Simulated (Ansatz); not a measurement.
# C3H9ClO3Ti: taking an electron away

The task here is to estimate one member of a computed series from the others.

Program: Ansatz 0.2.0, Gaussian basis. Level of theory: unrestricted cation, the program's frozen cores in correlated methods. These are calculated values, not measurements.

Levels to be run: UKS PBE-D4/def2-TZVPP; UKS r2SCAN-D4/def2-TZVPP; UKS PBE0-D4/def2-TZVPP; UKS B3LYP-D4/def2-TZVPP; UKS wB97X-V/def2-TZVPP; UKS wB97M-V/def2-TZVPP; UKS B2PLYP/def2-TZVPP; UHF-CCSD(T)/def2-TZVPP; UHF-MP2/def2-QZVPP; extrapolation to the limit; then −ε(HOMO) from the neutral's earlier runs with LDA (SPW92), PBE-D4, revPBE-D4, BLYP-D4, r2SCAN-D4, B97M-V, PBE0-D4, B3LYP-D4, r2SCANh-D4, r2SCAN0-D4, HSE06-D4, BHLYP-D4, CAM-B3LYP-D4, LC-ωPBE, ωB97X-V, ωB97M-V.

## The geometry

All runs share one geometry, relaxed beforehand with PBE0-D4 in a triple-zeta def2 set.

SMILES `C[O][Ti]([Cl])([O]C)[O]C`, 17 atoms, charge 0, spin multiplicity 1.

Atoms are counted from 1 here; the program's logs count them from 0.

Bond lengths: C1–O2 1.393 Å, C1–H9 1.094 Å, C1–H10 1.094 Å, C1–H11 1.095 Å, O2–Ti3 1.769 Å, Ti3–Cl4 2.239 Å, Ti3–O5 1.769 Å, Ti3–O7 1.769 Å, O5–C6 1.393 Å, C6–H12 1.095 Å, C6–H13 1.094 Å, C6–H14 1.094 Å, O7–C8 1.393 Å, C8–H15 1.095 Å, C8–H16 1.094 Å, C8–H17 1.094 Å. Angles: O2–C1–H9 109.8°, O2–C1–H10 109.9°, O2–C1–H11 111.0°, H9–C1–H10 108.6°, H9–C1–H11 108.7°, H10–C1–H11 108.8°, C1–O2–Ti3 148.6°, O2–Ti3–Cl4 109.6°, O2–Ti3–O5 109.4°, O2–Ti3–O7 109.4°, Cl4–Ti3–O5 109.6°, Cl4–Ti3–O7 109.6°, O5–Ti3–O7 109.4°, Ti3–O5–C6 148.6°, O5–C6–H12 111.0°, O5–C6–H13 109.8°, O5–C6–H14 109.9°, H12–C6–H13 108.7° and more.

The first run:

Input file in.yaml:

```yaml
crystal:
  periodic: [false, false, false]
  atoms:
    - {symbol: C, position_ang: [0.888371, 0.381940, 2.651839]}
    - {symbol: O, position_ang: [1.076715, 0.066690, 1.307872]}
    - {symbol: Ti, position_ang: [0.482665, -0.735761, -0.151932]}
    - {symbol: Cl, position_ang: [1.692571, -2.580088, -0.538797]}
    - {symbol: O, position_ang: [0.626419, 0.366562, -1.527505]}
    - {symbol: C, position_ang: [1.148269, 1.544329, -2.058177]}
    - {symbol: O, position_ang: [-1.215325, -1.177343, 0.071195]}
    - {symbol: C, position_ang: [-2.512742, -1.206693, -0.435714]}
    - {symbol: H, position_ang: [1.615710, -0.159195, 3.264616]}
    - {symbol: H, position_ang: [1.033368, 1.455707, 2.805710]}
    - {symbol: H, position_ang: [-0.120288, 0.111299, 2.981616]}
    - {symbol: H, position_ang: [1.629862, 2.146465, -1.280428]}
    - {symbol: H, position_ang: [1.888609, 1.307332, -2.828298]}
    - {symbol: H, position_ang: [0.346966, 2.133664, -2.514585]}
    - {symbol: H, position_ang: [-2.589450, -0.615208, -1.354225]}
    - {symbol: H, position_ang: [-3.210068, -0.801202, 0.303881]}
    - {symbol: H, position_ang: [-2.800754, -2.238899, -0.656969]}
basis:
  gaussian: {orbitals: def2-TZVPP}
total_charge: 1
magnetization: {spin_polarized: true, initial_magnetization: 1}
hamiltonian: {xc: pbe, dispersion: d4}
```

Run with:

```
ansatz run in.yaml --threads 4 --pin off --events-out ev --progress --plain --max-ram 66560MiB --backend cuda --devices 0, --max-vram 37GiB
```

Among the steps run: Cation, UKS PBE-D4/def2-TZVPP; Cation, UKS r2SCAN-D4/def2-TZVPP; Cation, UKS PBE0-D4/def2-TZVPP; Cation, UKS B3LYP-D4/def2-TZVPP; Cation, UKS wB97X-V/def2-TZVPP; Cation, UKS wB97M-V/def2-TZVPP; Cation, UKS B2PLYP (frozen core)/def2-TZVPP; Cation, UHF-CCSD(T)/def2-TZVPP; Cation, UHF-MP2/def2-QZVPP.

One table of the session follows, with a row left open; its other results are not shown here.

It belongs to the step «Ionisation energies side by side». For comparison, −ε(HOMO) of the neutral from earlier runs:

| functional | −ε(HOMO) (eV) |
| --- | --- |
| LDA (SPW92) | 6.77 |
| PBE-D4 | 6.64 |
| revPBE-D4 | 6.58 |
| BLYP-D4 | ? |
| r2SCAN-D4 | 6.99 |
| B97M-V | 7.10 |
| PBE0-D4 | 8.10 |
| B3LYP-D4 | 7.83 |
| r2SCANh-D4 | 7.52 |
| r2SCAN0-D4 | 8.34 |
| HSE06-D4 | 7.69 |
| BHLYP-D4 | 9.45 |
| CAM-B3LYP-D4 | 9.46 |
| LC-ωPBE | 10.82 |
| ωB97X-V | 10.49 |
| ωB97M-V | 10.37 |

Q: Estimate the row for BLYP-D4 from the others.

Worked estimate for «−ε(HOMO) (eV)». Against the share of exact exchange, B3LYP-D4 (0.2, 7.83), BHLYP-D4 (0.5, 9.45) give a slope of 5.40 per unit share; at 0 the line stands at 6.75.

The run gave: −ε(HOMO) (eV): 6.51. In «−ε(HOMO) (eV)» the line misses by +0.24.
